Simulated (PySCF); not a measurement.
# CeH6P2 (Ce(PH3)23+): the cost of one run

Computed with PySCF 2.14.0. Level: several levels, as the steps say, no spin–orbit coupling.

3 further runs of the same task are left out: 2 for a known fault of the program, 1 that didn't finish.

## 1. Starting geometry

9 atoms, charge 3, spin multiplicity 1.

Bond lengths: Ce1–P2 3.067 Å, Ce1–P6 3.067 Å, P2–H3 1.435 Å, P2–H4 1.435 Å, P2–H5 1.434 Å, P6–H7 1.435 Å, P6–H8 1.434 Å, P6–H9 1.435 Å. Angles: P2–Ce1–P6 117.5°, Ce1–P2–H3 113.2°, Ce1–P2–H4 113.3°, Ce1–P2–H5 115.6°, H3–P2–H4 104.4°, H3–P2–H5 104.6°, H4–P2–H5 104.6°, Ce1–P6–H7 113.2°, Ce1–P6–H8 115.6°, Ce1–P6–H9 113.3°, H7–P6–H8 104.6°, H7–P6–H9 104.4°, H8–P6–H9 104.6°.

As a file:

```xyz
9

Ce    1.03857    0.95864    0.00000
P    -0.14565   -0.10281    2.62233
H     0.84849   -0.38855    3.61716
H    -1.03299    0.82692    3.26112
H    -0.90747   -1.31318    2.51285
P    -0.14565   -0.10281   -2.62233
H     0.84849   -0.38855   -3.61716
H    -0.90747   -1.31318   -2.51285
H    -1.03299    0.82692   -3.26112
```

Formal oxidation states: Ce +3. Each metal's 1 4f electrons lie in its core potential, so multiplicities, spins and levels count the valence alone. An earlier session relaxed this geometry at PBE, Ce lcecp-1-SVP with ECP47, P def2-SVP, H def2-SVP (singlet, point group Cs).

At PBE on the finer grid: E = -716.826761 Eh, HOMO -20.85 eV, LUMO -17.95 eV, Mulliken charge on Ce1 +1.89 e, largest force component 0.008 eV/Å. 

Levels to run: BP86; CAM-B3LYP; r2SCAN; M06-L; PBE, TZVP; PBE0, SVP. Hardware: 2 threads of Arm Neoverse V1, shared host.

## 2. BP86

run.py (the lines that set the calculation)

```python
mol = gto.M(atom='''
Ce     1.03857     0.95864     0.00000
P     -0.14565    -0.10281     2.62233
H      0.84849    -0.38855     3.61716
H     -1.03299     0.82692     3.26112
H     -0.90747    -1.31318     2.51285
P     -0.14565    -0.10281    -2.62233
H      0.84849    -0.38855    -3.61716
H     -0.90747    -1.31318    -2.51285
H     -1.03299     0.82692    -3.26112''',
    basis={'Ce': 'lcecp-1-SVP', 'P': 'def2-SVP', 'H': 'def2-SVP'},
    ecp={'Ce': 'lcecp-1-SVP'},
    charge=3, spin=0)
mf = dft.RKS(mol, xc='B88,P86')
mf.grids.atom_grid = (75, 302)  # f atoms: unpruned, at least (60, 302)
mf = mf.density_fit()  # fitting sets: Ce AutoAux, P def2-universal-JKFIT, H def2-universal-JKFIT
mf.conv_tol = 1e-08; mf.max_cycle = 55
mf.kernel(dm0)  # dm0: the density of the relaxed state
```

The run is started by

```bash
> OMP_NUM_THREADS=2 python run.py
```

**Question.** How long does this run take on 2 threads of Arm Neoverse V1, shared host?

About 5.9 s.
